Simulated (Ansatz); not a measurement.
**Cu: a scan of SCF settings**

Wanted: the cost and the effect of other mixers, smearings and limits on one cell of Cu. We look at Cu: the deposited crystal structure (space group Fm-3m), with 1 atom per cell. Source: COD entry 9011604; the sample's temperature and pressure aren't taken into account.

Computed with Ansatz 0.2.0 (DFT PBE, PAW, plane waves, scalar-relativistic, unless a step's input says otherwise).

## 1. The system as given

Symmetry: Fm-3m, No. 225, cubic system. The conventional cell has a = 3.597 Å, b = 3.597 Å, c = 3.597 Å, α = 90.00°, β = 90.00°, γ = 90.00°. Cu (site symmetry m-3m) has 12 Cu at 2.54 Å in its first shell of neighbours.

Coordinates:

```cif
data_structure
_symmetry_space_group_name_H-M 'P 1'
_symmetry_Int_Tables_number 1
_cell_length_a 2.5435
_cell_length_b 2.5435
_cell_length_c 2.5435
_cell_angle_alpha 60.000
_cell_angle_beta 60.000
_cell_angle_gamma 60.000
_cell_volume 11.63
loop_
_atom_site_label
_atom_site_type_symbol
_atom_site_fract_x
_atom_site_fract_y
_atom_site_fract_z
_atom_site_occupancy
Cu1 Cu 0.00000 0.00000 0.00000 1
```

Labels such as Cu1 number the atoms in the order of the input file.

Changes shown after the default run: Broyden, β 0.9, history 4, no preconditioner; Broyden, β 0.5, preconditioner local Kerker; linear mixing, β 0.1, no preconditioner; linear mixing, β 0.05, no preconditioner; Fermi–Dirac width 0.01 eV, no switch to direct minimisation; Anderson, β 1.0, history 2, no preconditioner; Methfessel–Paxton smearing, width 0.3 eV; Broyden, β 0.3, preconditioner Resta.

The search for lower states is off throughout, and inputs that name a mixer don't switch to direct minimisation unless they say so. Spin polarisation is off.

## 2. Default SCF settings

input.yaml reads:

```yaml
crystal:
  lattice:
    - [0.0, 1.7985, 1.7985]
    - [1.7985, 0.0, 1.7985]
    - [1.7985, 1.7985, 0.0]
  atoms:
    - { symbol: Cu, position: [0.0, 0.0, 0.0] }
hamiltonian:
  xc: pbe
  pseudopotentials: { kind: paw }
basis:
  ecutwfc: 420
kpoints:
  mp_grid: { grid: [11, 11, 11] }
scf:
  occupations: { method: fermi_dirac, width: 0.05 }
  lower_state_search: "off"
output:
  forces: true
  stress: true
  write_density: true
  write_potential: true
  elf: true
  volumetric_format: npy
```

Command:

```sh
> ansatz run input.yaml --threads 2 --pin off --max-ram 5120MiB --backend cpu --events-out ev --progress --plain --runs-dir out
```

**Question.** Each change named above is then made alone on this input. How many iterations does the default take, and what do the changes move? Wanted: largest shift of the free energy by occupations, cutoff, mesh or field.

**Answer**, as computed:

| quantity | value |
| --- | --- |
| default run | 6 iterations, with no gap on the k-mesh |
| fewest iterations to that state among the runs shown | 5 (Broyden, β 0.9, history 4, no preconditioner) |
| most iterations to it | 49 (linear mixing, β 0.05, no preconditioner) |
| runs that end in another state, among changes of path alone | 0 |
| largest shift of the free energy by occupations, cutoff, mesh or field | +1.3 meV/atom (Methfessel–Paxton smearing, width 0.3 eV) |

The default and the runs that change only the path, 7 in all, end in one state, in 5 to 49 iterations. Occupations, cutoff, mesh and fields change the problem that is solved, not just the path; the largest shift here is that of “Methfessel–Paxton smearing, width 0.3 eV”. Other settings tried on this cell gave no result: 0 bands beyond the filled ones (input refused). Counts include iterations that the program adds to test a close, so a difference of one or two ranks nothing. The starting density is a sum of atomic densities corrected by a trained network, so it is already close to self-consistency.
